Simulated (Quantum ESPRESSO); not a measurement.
**TaVN2: band structure with PBEsol**

The system is TaVN2.

```
CELL_PARAMETERS angstrom
3.04987 0.00000 0.00000
0.00000 3.04987 0.00000
0.00000 0.00000 4.29606
ATOMIC_POSITIONS crystal
Ta 0.00000 0.00000 0.00000
V 0.50000 0.50000 0.50000
N 0.50000 0.50000 0.00000
N 0.00000 0.00000 0.50000
```

The cell comes from a database or a generator and needn't be the stable form of this composition.

```json
{
  "Program": "Quantum ESPRESSO 7.5",
  "Task": "band structure",
  "Functional": "PBEsol",
  "Potentials or basis": "GBRV 1.5 PBEsol",
  "Cutoff": "762 eV",
  "Density cutoff": "6095 eV",
  "k mesh": "9 × 9 × 6",
  "Occupations": "fermi-dirac, width 0.05 eV",
  "Spin": "collinear spin, ferromagnetic start",
  "Starting moments": "[0.0, 2.0, 0.0, 0.0] μB",
  "Mixing beta": "0.3",
  "Most SCF iterations": "120",
  "SCF threshold": "8e-10 Ry"
}
```

The pressure is -11.2 GPa, the band gap on the k mesh is none (metal or under the smearing width) and the net moment is 0.90 μB per cell. The absolute moment is 1.02 μB per cell, the site moments are Ta -0.03; V +0.74; N +0.01, +0.02 μB and the valence electrons inside the program's atomic spheres are Ta 8.62; V 10.26; N 4.83, 4.75.

Stress tensor (GPa, compression positive):
```
-10.91   0.00   0.00
  0.00 -10.91   0.00
  0.00   0.00 -11.87
```

Levels at the corners of the path, in eV from the Fermi level:
Spin up:
```
point  band 15  band 16  band 17  band 18  band 19  band 20  band 21  band 22
    Γ    -2.88    -2.88    -2.88    -1.80    -1.80    -1.72    -0.49    -0.34
    X    -5.53    -5.30    -0.59     0.25     0.29     1.01     1.26     1.55
    M    -4.50    -4.03    -4.03    -3.54     0.41     0.72     0.95     1.81
    Γ    -2.88    -2.88    -2.88    -1.80    -1.80    -1.72    -0.49    -0.34
    Z    -4.13    -4.13    -4.02    -2.78    -0.28     0.23     0.23     1.34
    R    -6.00    -5.98     0.12     0.35     0.44     2.17     2.44     2.75
    A    -5.98    -5.98    -0.51    -0.51     0.72     0.74     0.74     1.37
    Z    -4.13    -4.13    -4.02    -2.78    -0.28     0.23     0.23     1.34
    X    -5.53    -5.30    -0.59     0.25     0.29     1.01     1.26     1.55
    R    -6.00    -5.98     0.12     0.35     0.44     2.17     2.44     2.75
    M    -4.50    -4.03    -4.03    -3.54     0.41     0.72     0.95     1.81
    A    -5.98    -5.98    -0.51    -0.51     0.72     0.74     0.74     1.37
```
Spin down:
```
point  band 15  band 16  band 17  band 18  band 19  band 20  band 21  band 22
    Γ    -2.86    -2.86    -2.83    -1.28    -1.28    -1.23    -0.01     0.09
    X    -5.35    -5.04     0.40     0.95     0.95     0.98     1.51     1.82
    M    -4.20    -3.99    -3.99    -3.45     0.97     1.44     1.51     2.47
    Γ    -2.86    -2.86    -2.83    -1.28    -1.28    -1.23    -0.01     0.09
    Z    -4.12    -4.12    -4.03    -2.19     0.30     1.13     1.13     1.33
    R    -5.83    -5.83     1.06     1.13     1.36     2.25     2.44     2.74
    A    -5.84    -5.84     0.27     0.27     0.70     0.70     1.52     1.95
    Z    -4.12    -4.12    -4.03    -2.19     0.30     1.13     1.13     1.33
    X    -5.35    -5.04     0.40     0.95     0.95     0.98     1.51     1.82
    R    -5.83    -5.83     1.06     1.13     1.36     2.25     2.44     2.74
    M    -4.20    -3.99    -3.99    -3.45     0.97     1.44     1.51     2.47
    A    -5.84    -5.84     0.27     0.27     0.70     0.70     1.52     1.95
```

It took 110 s on 2 MPI ranks on Arm Neoverse V2, on a shared host, peak memory 0.52 GiB a rank.

Caveat: spin-orbit coupling is left out, which moves the levels of the heavy elements. With open d or f shells a metallic result of PBEsol can be an artefact of self-interaction; +U or a hybrid may open a gap.
